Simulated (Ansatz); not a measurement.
# SnTe, space group F-43m: a relaxation of cell and ions

With the Python package of Ansatz (0.2.0).

Typed at the interpreter:
```pycon
>>> from pathlib import Path
>>> import ansatz as az
>>> from ase import Atoms
>>> from ase.data import atomic_numbers
>>> from ase.neighborlist import neighbor_list
>>> import matplotlib.pyplot as plt
>>> import numpy as np
>>> import spglib
>>> def edges_and_angles(cell):
...     cell = np.asarray(cell)
...     a, b, c = np.linalg.norm(cell, axis=1)
...     cosines = cell[1] @ cell[2] / (b * c), cell[0] @ cell[2] / (a * c), cell[0] @ cell[1] / (a * b)
...     return (a, b, c, *np.degrees(np.arccos(cosines)))
...
>>> system = (
...     az.Lattice.fcc(7.222292)
...     .space_group(216)
...     .atom("Sn", (0.0, 0.0, 0.0))
...     .atom("Te", (0.25, 0.25, 0.25))
...     .primitive()
... )
>>> job = (
...     system.calculation()
...     .functional("r2SCAN")
...     .kpoints(6)
...     .occupations(az.OccupationsMethod.FIXED)
...     .relax(force_tolerance=0.02, fix_cell=["c", "angles"], stress_tolerance=0.1)
...     .density()
...     .potential()
...     .output_files(volumetric_format=["xsf", "npy"])
... )
>>> steps = []
>>> def collect(event):
...     if event["event"] == "relax_step":
...         steps.append(event["data"])
...
>>> outcome = job.session().plan().execute(on_event=collect)
DeckWarning: basis.ecutwfc = 500 eV, auto-derived from the records' recommended cutoffs: set by Sn (their level for a meta-GGA)
DeckWarning: crystal.symmetry: narrowed to the stabiliser of the fixed cell quantities (relax.cell.fix) — unitary ops 24 → 8. The narrowing is safe, since a smaller group never makes results wrong: [...]
>>> data = outcome.report
>>> sorted(key for key in data if key.endswith("_ev"))
['band_edges_ev', 'eigenvalues_ev', 'energy_sigma0_ev', 'entropy_ts_ev', 'fermi_energy_ev', 'free_energy_ev', 'gap_by_band_count_ev', 'harris_foulkes_ev', 'internal_energy_ev', 'lagrangian_ev', 'lagrangian_sigma0_ev', 'loop_eigenvalues_ev', 'loop_fermi_energy_ev', 'occupations_fermi_energy_ev', 'residual_norms_ev']
>>> data["converged"], data["free_energy_ev"]
(True, -13033.364944229135)
>>> outcome.lattice.cell_ang
array([[4.38544270e-16, 3.57087610e+00, 3.61114600e+00],
       [3.57087610e+00, 2.18653099e-16, 3.61114600e+00],
       [3.57087610e+00, 3.57087610e+00, 1.23807151e-18]])
>>> for s in steps:
...     flag = "" if s["accepted"] else "  (rejected)"
...     print("step %2d  E = %.5f eV  largest force component = %.4f eV/A%s" % (s["step"], s["lagrangian_ev"], s["allowed_force_max_ev_ang"], flag))
...
step  1  E = -13033.36118 eV  largest force component = 0.0000 eV/A
step  2  E = -13033.36486 eV  largest force component = 0.0000 eV/A
step  3  E = -13033.36502 eV  largest force component = 0.0000 eV/A
step  4  E = -13033.36494 eV  largest force component = 0.0000 eV/A
>>> first, last = steps[0], steps[-1]
>>> symbols = [site.symbol for site in outcome.lattice.sites]
>>> print(f"energy gained {first['lagrangian_ev'] - last['lagrangian_ev']:.4f} eV in {len(steps) - 1} steps")
energy gained 0.0038 eV in 3 steps
>>> for label, vectors in (("before", first["cell_ang"]), ("after", outcome.lattice.cell_ang)):
...     print(label, "a b c (A) {:.4f} {:.4f} {:.4f}  angles {:.2f} {:.2f} {:.2f}".format(*edges_and_angles(vectors)), f" V = {abs(np.linalg.det(vectors)):.3f} A^3")
...
before a b c (A) 5.1069 5.1069 5.1069  angles 60.00 60.00 60.00  V = 94.181 A^3
after a b c (A) 5.0785 5.0785 5.0500  angles 60.19 60.19 59.63  V = 92.093 A^3
>>> print("final stress xx yy zz (GPa, compression positive):", np.round(np.diag(data["stress_gpa"]), 3) + 0.0)
final stress xx yy zz (GPa, compression positive): [0.002 0.002 0.006]
>>> fractions = [site.position_frac for site in outcome.lattice.sites]
>>> numbers = [atomic_numbers[s] for s in symbols]
>>> for tolerance in (1e-3, 1e-2, 1e-1):
...     print(f"space group at {tolerance} A:", spglib.get_spacegroup((outcome.lattice.cell_ang, fractions, numbers), symprec=tolerance))
...
space group at 0.001 A: I-4m2 (119)
space group at 0.01 A: I-4m2 (119)
space group at 0.1 A: F-43m (216)
>>> final = Atoms(symbols, positions=last["positions_ang"], cell=outcome.lattice.cell_ang, pbc=True)
>>> i, j, d = neighbor_list("ijd", final, 4.5)
>>> print("neighbours within 1.2 times the shortest distance of each atom (A)")
neighbours within 1.2 times the shortest distance of each atom (A)
>>> for atom in range(len(final)):
...     near = [m for m in np.argsort(d) if i[m] == atom]
...     shell = [m for m in near if d[m] < 1.2 * d[near[0]]]
...     print(f"{symbols[atom]}{atom} ({len(shell)}):", ", ".join(f"{symbols[j[m]]} {d[m]:.3f}" for m in shell))
...
Sn0 (4): Te 3.104, Te 3.104, Te 3.104, Te 3.104
Te1 (4): Sn 3.104, Sn 3.104, Sn 3.104, Sn 3.104
>>> fig, (top, bottom) = plt.subplots(2, 1, sharex=True, figsize=(4.5, 4))
>>> top.plot([s["lagrangian_ev"] - last["lagrangian_ev"] for s in steps], "o-")
[<matplotlib.lines.Line2D object at 0x...>]
>>> top.set_ylabel("E - E(final) (eV)")
Text(0, 0.5, 'E - E(final) (eV)')
>>> bottom.semilogy([max(s["allowed_force_max_ev_ang"], 1e-6) for s in steps], "s-")
[<matplotlib.lines.Line2D object at 0x...>]
>>> bottom.set(xlabel="step", ylabel="largest force (eV/A)")
[Text(0.5, 0, 'step'), Text(0, 0.5, 'largest force (eV/A)')]
>>> fig.tight_layout()
>>> fig.savefig("relax.png", dpi=100)
>>> print("%-22s %14.5f eV" % ("F = E - TS", data["free_energy_ev"]))
F = E - TS               -13033.36494 eV
>>> print("%-22s %14.5f eV" % ("E", data["internal_energy_ev"]))
E                        -13033.36494 eV
>>> print("%-22s %14.5f eV" % ("Harris-Foulkes", data["harris_foulkes_ev"]))
Harris-Foulkes           -13033.36494 eV
>>> print("%-22s %14.5f eV" % ("Fermi level", data["fermi_energy_ev"]))
Fermi level                   5.01406 eV
>>> folder = Path(outcome.write_results("volumes"))
>>> print(sorted(path.name for path in folder.iterdir()))
['fields.json', 'rho.npy', 'rho.xsf', 'rho_z.tsv', 'v_es.npy', 'v_es.xsf', 'v_tot.npy', 'v_tot.xsf', 'v_z.tsv']
>>> head = (folder / "rho.xsf").read_text().split("BEGIN_BLOCK")[0]
>>> print(head)
CRYSTAL
PRIMVEC
    0.000000    3.570876    3.611146
    3.570876    0.000000    3.611146
    3.570876    3.570876    0.000000
PRIMCOORD
    2    1
   50   -0.000000    0.000000    0.000000
   52    1.785438    1.785438    1.805573
>>> rho = outcome.density()
>>> total = sum(ch.density_e_per_ang3 for ch in rho.channels[:2]) if len(rho.channels) < 3 else rho.channels[0].density_e_per_ang3
>>> print("grid", rho.dims, "electrons", round(float(total.mean() * rho.cell_volume_ang3), 4))
grid (40, 40, 40) electrons 30.0
>>> print(f"density range {total.min():.4f} to {total.max():.4f} e/A^3")
density range 0.0038 to 17.5703 e/A^3
>>> print(np.array2string(total[:: max(rho.dims[0] // 8, 1), :: max(rho.dims[1] // 8, 1), 0], precision=3, suppress_small=True))
[[16.491  2.826  0.205  0.076  0.07   0.076  0.205  2.826]
 [ 2.826  0.363  0.162  0.199  0.198  0.162  0.37   2.875]
 [ 0.205  0.162  0.304  0.448  0.299  0.161  0.209  0.334]
 [ 0.076  0.199  0.448  0.441  0.192  0.075  0.057  0.057]
 [ 0.07   0.198  0.299  0.192  0.067  0.022  0.015  0.023]
 [ 0.076  0.162  0.161  0.075  0.022  0.008  0.008  0.023]
 [ 0.205  0.37   0.209  0.057  0.015  0.008  0.015  0.056]
 [ 2.826  2.875  0.334  0.057  0.023  0.023  0.056  0.326]]
```

What to keep in mind:
- Total energies depend on the potentials; only differences at equal settings carry meaning. A total without «per atom» is that of the cell as typed.
- Spin-orbit coupling, left out here, can change this gap by several tenths of an eV, and inverted bands can meet off the mesh.
- Forces vanish by symmetry, so the ions can't move, and the end may be a saddle.
- Part of the cell is held or a pressure is applied, so the end point needn't be the zero-pressure lattice.
- Under fixed occupations the level called the Fermi level is the highest filled one on the SCF mesh; off the mesh a filled band can lie a little above it.
- Only differences from the Fermi energy are physical; the zero of the scale is a convention.
- Energies along a relaxation are free energies. Rows at an unchanged volume are solved on a plane-wave basis chosen afresh for that cell, so the energy jumps there and such rows are no steps of the walk.
- Edges and angles are those of the cell as typed, here a primitive one, not of the conventional cell.
- The structure is layered, and without a dispersion term the spacing of the layers is poorly determined.
- The cell relaxed to the group I-4m2; tensors and edges are in the axes of the typed cell.
- Grid values close to the nuclei reflect the PAW or pseudopotential construction, not the all-electron fields.
- This cell is a computed structure, which may not be the phase found in nature.
- Levels are Kohn-Sham eigenvalues on this mesh, without spin-orbit coupling.
- Warnings are shown shortened and without file and line.
- Hardware and time: 45 s on 1 thread of Arm Neoverse V2, with other jobs on the host, peak memory 0.76 GiB.
